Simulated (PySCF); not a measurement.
# C5H4OS (2-thiophenecarboxaldehyde): the cost of one run

Programs: PySCF 2.14.0, with routines of our own; each step states its level. All values are computed. Atoms count from 0.

## Step 1: The system as given

11 atoms, charge 0, multiplicity 1; geometry from: GFN2-xTB.

## Step 2: Geometry optimisation at PBE0-D3(BJ)/def2-SVP

What the job is given:

```
{"job": {"xc": "PBE0", "basis": "def2-SVP", "d3": "d3bj", "grid": 2, "kind": "geom"}, "charge": 0, "multiplicity": 1}
O      1.616674    -2.381650    -0.616468
C      0.465800    -2.033007    -0.516154
C      0.034815    -0.695017    -0.177061
C      0.817380     0.404852     0.090290
C      0.064875     1.550457     0.384905
C     -1.278997     1.316403     0.340192
S     -1.653245    -0.302128    -0.061527
H     -0.370852    -2.739857    -0.682283
H      1.891422     0.364518     0.069401
H      0.493831     2.507832     0.620357
H     -2.076278     2.010269     0.522385
```

Started as:

```console
> OMP_NUM_THREADS=1 python excited_run.py task.json out
```

This one command runs all jobs of the session in turn.

Q: Estimate the wall time and peak memory of this first job on 1 thread of Arm Neoverse V1, shared host.

About 29 s, with a peak of 0.65 GiB.
